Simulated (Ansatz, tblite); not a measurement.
**BMe2(dmap) (C₇H₁₈BNO): a ladder of methods and basis sets**

An exercise on one series of results from a longer session: the logs are not shown, and one member is left open.

Method: as each input shows; program: Ansatz 0.2.0, Gaussian basis.

The runs, in order: GFN1-xTB, GFN2-xTB, PBE-D4/def2-TZVP, r2SCAN-D4/def2-TZVP, HF/def2-TZVP, ωB97X-V/def2-TZVP, PBE-D4/def2-SVP, PBE0-D4/def2-SVP, HF/STO-3G, MP2/def2-SVP.

2 further runs of the same task are left out: 2 set aside as unsound or not needed. Runs told in other sessions of the task aren't counted.

## The structure

The geometry is that of the singlet, from an earlier relaxation (PBE-D4/def2-SVP).

28 atoms, charge 0, spin multiplicity 1.

Bond lengths: B1–C2 1.627 Å, B1–C6 1.613 Å, B1–O10 1.470 Å, B1–N14 1.759 Å, C2–H3 1.112 Å, C2–H4 1.111 Å, C2–H5 1.112 Å, C6–H7 1.110 Å, C6–H8 1.113 Å, C6–H9 1.111 Å, O10–C11 1.405 Å, C11–C12 1.529 Å, C11–C13 1.554 Å, C11–H17 1.120 Å, C12–H18 1.107 Å, C12–H19 1.111 Å, C12–H20 1.109 Å, C13–N14 1.490 Å and more. Angles: C2–B1–C6 113.1°, C2–B1–O10 115.4°, C2–B1–N14 107.7°, C6–B1–O10 112.3°, C6–B1–N14 110.7°, O10–B1–N14 96.1°, B1–C2–H3 116.4°, B1–C2–H4 106.6°, B1–C2–H5 114.0°, H3–C2–H4 105.6°, H3–C2–H5 107.4°, H4–C2–H5 106.0°, B1–C6–H7 114.0°, B1–C6–H8 113.4°, B1–C6–H9 108.7°, H7–C6–H8 108.2°, H7–C6–H9 106.3°, H8–C6–H9 105.7° and more.

PBE0-D4/def2-TZVP was run before; its log isn't repeated, and its numbers join the tables.

Set-up of the first run:

Tight binding, by tblite at 300 K electronic temperature and without a spin-polarisation term:

```python
tblite.interface.Calculator('GFN1-xTB', numbers, positions, charge=0, uhf=0).singlepoint()
```

Tight binding, by tblite at 300 K electronic temperature and without a spin-polarisation term:

```python
tblite.interface.Calculator('GFN2-xTB', numbers, positions, charge=0, uhf=0).singlepoint()
```

start.molden holds the orbitals of an earlier run on this state, given as this run's starting guess.

Contents of in.yaml:

```yaml
crystal:
  periodic: [false, false, false]
  atoms:
    - {symbol: B, position_ang: [0.857200, 0.481112, 0.338376]}
    - {symbol: C, position_ang: [0.396741, 0.813113, 1.863128]}
    - {symbol: H, position_ang: [-0.697609, 0.817081, 2.059499]}
    - {symbol: H, position_ang: [0.744095, 1.845648, 2.082300]}
    - {symbol: H, position_ang: [0.869187, 0.160964, 2.629580]}
    - {symbol: C, position_ang: [2.450970, 0.284757, 0.186770]}
    - {symbol: H, position_ang: [2.796140, 0.186150, -0.863563]}
    - {symbol: H, position_ang: [2.846063, -0.580004, 0.764556]}
    - {symbol: H, position_ang: [2.961345, 1.180842, 0.599778]}
    - {symbol: O, position_ang: [0.302787, 1.368000, -0.694948]}
    - {symbol: C, position_ang: [-1.020602, 1.055316, -1.047856]}
    - {symbol: C, position_ang: [-2.029508, 2.105610, -0.581110]}
    - {symbol: C, position_ang: [-1.326413, -0.352360, -0.463962]}
    - {symbol: N, position_ang: [0.000847, -0.965982, -0.176911]}
    - {symbol: C, position_ang: [-0.075418, -2.034122, 0.836671]}
    - {symbol: C, position_ang: [0.606059, -1.488882, -1.423888]}
    - {symbol: H, position_ang: [-1.084599, 1.000612, -2.164667]}
    - {symbol: H, position_ang: [-1.763334, 3.092860, -1.006071]}
    - {symbol: H, position_ang: [-3.060888, 1.853925, -0.907980]}
    - {symbol: H, position_ang: [-2.018622, 2.194741, 0.524058]}
    - {symbol: H, position_ang: [-1.869824, -0.270108, 0.496731]}
    - {symbol: H, position_ang: [-1.922220, -0.995908, -1.145420]}
    - {symbol: H, position_ang: [-0.660212, -2.900209, 0.460515]}
    - {symbol: H, position_ang: [-0.547088, -1.640578, 1.753786]}
    - {symbol: H, position_ang: [0.950430, -2.368514, 1.082549]}
    - {symbol: H, position_ang: [0.744620, -0.652464, -2.131795]}
    - {symbol: H, position_ang: [1.595293, -1.924076, -1.195911]}
    - {symbol: H, position_ang: [-0.045441, -2.267504, -1.874223]}
basis:
  gaussian: {orbitals: def2-TZVP, initial_orbitals: start.molden}
hamiltonian: {xc: pbe, dispersion: d4}
scf: {omitted_lower_state_checks: [starts]}
output: {orbitals: {seedname: orbitals}}
```

Started as:

```bash
$ ansatz run in.yaml --threads 4 --pin off --events-out ev --progress --plain --max-ram 6963MiB
```

Steps of the session up to this table: PBE-D4/def2-TZVP; r2SCAN-D4/def2-TZVP; HF/def2-TZVP; ωB97X-V/def2-TZVP; PBE-D4/def2-SVP; PBE0-D4/def2-SVP; HF/STO-3G; MP2/def2-SVP.

One of the session's tables, all rows but one given; the rest of the session is left out.

It belongs to the step «Binding energy». 

| level | binding an atom (eV) |
| --- | --- |
| HF/STO-3G | 3.819 |
| HF/def2-SVP | 3.128 |
| HF/def2-TZVP | 3.060 |
| PBE-D4/def2-SVP | 4.267 |
| PBE-D4/def2-TZVP | 4.220 |
| r2SCAN-D4/def2-TZVP | 4.143 |
| PBE0-D4/def2-SVP | 4.213 |
| PBE0-D4/def2-TZVP | 4.162 |
| ωB97X-V/def2-TZVP | ? |
| MP2/def2-SVP | 4.014 |

Estimate the missing values for ωB97X-V/def2-TZVP.

As computed: binding an atom (eV): 4.144. In the column «binding an atom (eV)» it lies between r2SCAN-D4/def2-TZVP (4.143) and PBE0-D4/def2-TZVP (4.162).

Caveats from the session: Free atoms were run apart at each level; binding is atoms less cluster, divided by the number of atoms, without zero-point or spin-orbit terms.
